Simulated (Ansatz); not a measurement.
# InSb: the cost of one run

Method: DFT PBEsol, frozen-core PAW, scalar-relativistic unless said, in Ansatz 0.2.0.

### Step 1. Starting point

Symmetry: F-43m, No. 216, cubic system. The conventional cell has a = 6.478 Å, b = 6.478 Å, c = 6.478 Å, α = 90.00°, β = 90.00°, γ = 90.00°. In (site symmetry -43m) has 4 Sb at 2.81 Å as nearest neighbours. Sb (site symmetry -43m) is surrounded by 4 In at 2.81 Å.

As a file:

```cif
data_structure
_symmetry_space_group_name_H-M 'F-43m'
_symmetry_Int_Tables_number 216
_cell_length_a 6.4782
_cell_length_b 6.4782
_cell_length_c 6.4782
_cell_angle_alpha 90.000
_cell_angle_beta 90.000
_cell_angle_gamma 90.000
_cell_volume 271.87
loop_
_atom_site_label
_atom_site_type_symbol
_atom_site_symmetry_multiplicity
_atom_site_Wyckoff_symbol
_atom_site_fract_x
_atom_site_fract_y
_atom_site_fract_z
_atom_site_occupancy
In1 In 4 a 0.00000 0.00000 0.00000 1
Sb1 Sb 4 c 0.25000 0.25000 0.25000 1
```

Cartesian axes are those of the input's lattice vectors. The structure goes back to a database entry.

### Step 2. Cell and atoms relaxed, PAW

Contents of input.yaml:

```yaml
crystal:
  lattice:
    - [0.0, 3.2391, 3.2391]
    - [3.2391, 0.0, 3.2391]
    - [3.2391, 3.2391, 0.0]
  atoms:
    - { symbol: In, position: [0.0, 0.0, 0.0] }
    - { symbol: Sb, position: [0.75, 0.75, 0.75] }
kpoints:
  mp_grid: { grid: [12, 12, 12] }
scf:
  occupations: { method: fermi_dirac, width: 0.1 }
hamiltonian:
  xc: pbesol
  pseudopotentials: { kind: paw }
relax:
  f_tol: 0.002
  max_steps: 80
  cell: {}
output:
  forces: true
  stress: true
  write_density: true
  write_potential: true
  elf: true
  volumetric_format: npy
```

Launch:

```sh
$ ansatz run input.yaml --threads 1 --pin off --max-ram 3072MiB --backend cpu --events-out ev --progress --plain --runs-dir out
```

**Question.** How long does this run take on 1 thread of Intel Xeon Platinum 8488C (Sapphire Rapids), shared host, and how much memory does it need?

About 37 s, with a peak of 0.48 GiB.
